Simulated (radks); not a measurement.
# Nuclear size and the levels of Ge

One table from this session's results is given with a row withheld; the runs are named, their logs left out.

Program: radks (a radial shooting solver on a logarithmic mesh, Libxc functionals) version 1. Level of theory: Dirac Kohn-Sham, PBE, spin-unpolarised, spherical densities, finite nucleus; open shells fill j = l - 1/2 first. These are calculated values, not measurements, unless marked.

## What is computed

* element: germanium (Z = 32)
* charge: 0
* electrons: 32
* configuration: [Ar] 3d10 4s2 4p2
* nuclear rms radius: 4.0742 fm

Set-up of the first run:

The run's settings:

```text
Z 32
configuration [Ar] 3d10 4s2 4p2 5s0 4d0
relativity Dirac
functional pbe,pbe
spin unpolarised
j_filling energy
nucleus finite rms 4.0742 fm
c 137.035999084
```

Among the steps run: rms radius 4.0742 fm.

One table of the session follows, with a row left open; its other results are not shown here.

From the orbitals of this run (lengths in bohr):

```
level     <r>  outermost maximum (interpolated)  90 % within  nodes
3s1/2  0.6241                             0.543        0.934      2
3p1/2  0.6398                             0.538        0.984      1
3p3/2  0.6505                             0.546         1.00      1
3d3/2  0.7335                             0.502         1.25      0
3d5/2  0.7389                             0.505         1.25      0
4s1/2       ?                                 ?            ?      ?
4p1/2   2.871                              2.19         4.55      2
4p3/2   2.931                              2.23         4.65      2
```

Q: Estimate the row for 4s1/2 from the others.

**Answer.** <r>: 2.119; outermost maximum (interpolated): 1.74; 90 % within: 3.21; nodes: 3. In the column «<r>» it lies between 3d5/2 (0.7389) and 4p1/2 (2.871).
